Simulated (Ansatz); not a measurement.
# BrH2Si (charge -1): rigid scan of one bond length from a Python script

How does the energy of BrH2Si (charge -1) change as one bond is stretched? A script is to give a rigid scan of one bond length; the system is BrH2Si (charge -1). SMILES: [SiH2-]Br.

Computed with the Python package of Ansatz 0.2.0. Level of theory: r2SCAN/def2-SVP.

## 1. Starting point

Bond lengths: Si1–Br2 2.215 Å, Si1–H3 1.485 Å, Si1–H4 1.485 Å. Angles: Br2–Si1–H3 108.7°, Br2–Si1–H4 108.7°, H3–Si1–H4 108.7°.

No structure file is read: the coordinates are typed or built in the script.

## 2. The script

The input, scan_brh2si.py:

```python
import ansatz as az
from ase import Atoms
import matplotlib.pyplot as plt
import numpy as np

atoms = Atoms(["Si", "Br", "H", "H"], positions=[
    (-0.2223, 0.0061, 0.4252),
    (1.9295, -0.0794, -0.0932),
    (-0.8036, 1.2423, -0.1572),
    (-0.9037, -1.169, -0.1749),
])
system = az.Crystal.molecule_from_ase(atoms)

symbols = [site.symbol for site in system.cartesian_sites]
start = np.array([site.position_ang for site in system.cartesian_sites])
axis = (start[2] - start[0]) / np.linalg.norm(start[2] - start[0])
moving = [2]
lengths, energies = [1.307, 1.366, 1.426, 1.485, 1.544, 1.604, 1.663, 1.752], []
for length in lengths:
    xyz = start.copy()
    xyz[moving] += (length - np.linalg.norm(start[2] - start[0])) * axis
    point = az.Crystal.molecule()
    for symbol, place in zip(symbols, xyz):
        point = point.atom(symbol, place.tolist())
    job = (
        point.calculation()
        .basis(gaussian="def2-SVP")
        .functional("r2scan")
        .charge(-1)
    )
    summary = job.run(threads=1).report
    energies.append(summary["free_energy_ev"])
    print(f"r = {length:6.3f} A  E = {energies[-1]:.5f} eV  <S^2> = {abs(summary['mean_field']['state']['spin_squared']):.3f}")

fit = np.polynomial.Polynomial.fit(lengths, np.array(energies) - min(energies), 4).convert()
roots = [r.real for r in fit.deriv().roots() if abs(r.imag) < 1e-9 and fit.deriv(2)(r.real) > 0]
r_e = min(roots, key=lambda r: abs(r - lengths[int(np.argmin(energies))]))
print(f"minimum of the fit at {r_e:.4f} A, force constant {fit.deriv(2)(r_e):.2f} eV/A^2")
plt.figure(figsize=(4.5, 3))
plt.plot(lengths, np.array(energies) - min(energies), "o-")
plt.xlabel("bond length (A)")
plt.ylabel("E - E(min) (eV)")
plt.tight_layout()
plt.savefig("scan.png", dpi=100)
```

## 3. What the engine is handed

The engine receives this input (first run):

```yaml
crystal:
  periodic: [false, false, false]
  atoms:
    - { symbol: Si, position_ang: [-0.2223, 0.0061, 0.4252] }
    - { symbol: Br, position_ang: [1.9295, -0.0794, -0.0932] }
    - { symbol: H, position_ang: [-0.7339147623399631, 1.0941064840954111, -0.08738289624427067] }
    - { symbol: H, position_ang: [-0.9037, -1.169, -0.1749] }
basis:
  gaussian:
    orbitals: def2-SVP
hamiltonian:
  xc: r2scan
total_charge: -1.0
```

## 4. The run

Run with:

```bash
$ python scan_brh2si.py
```

Without the output at hand: what should come out? Wanted: range of energy; lowest point, distance.

The runs gave:

| quantity | value |
| --- | --- |
| bond length at the fit's minimum | 1.5364 Å |
| runs compared | 8 |
| range of energy | 0.525 eV |
| lowest point, distance (Å) | 1.54 |

**Reading.** The lowest point, at 1.54, lies inside the range. The ends stand 0.525 and 0.222 eV above it. The distance scanned is the script's pair 0, 2. The rest of the molecule is held rigid at a force-field or estimated start geometry, and the basis set is modest; single-reference methods fail as a bond breaks. The orbitals are restricted, so S² is zero by construction. Anions want diffuse functions, which this basis lacks.
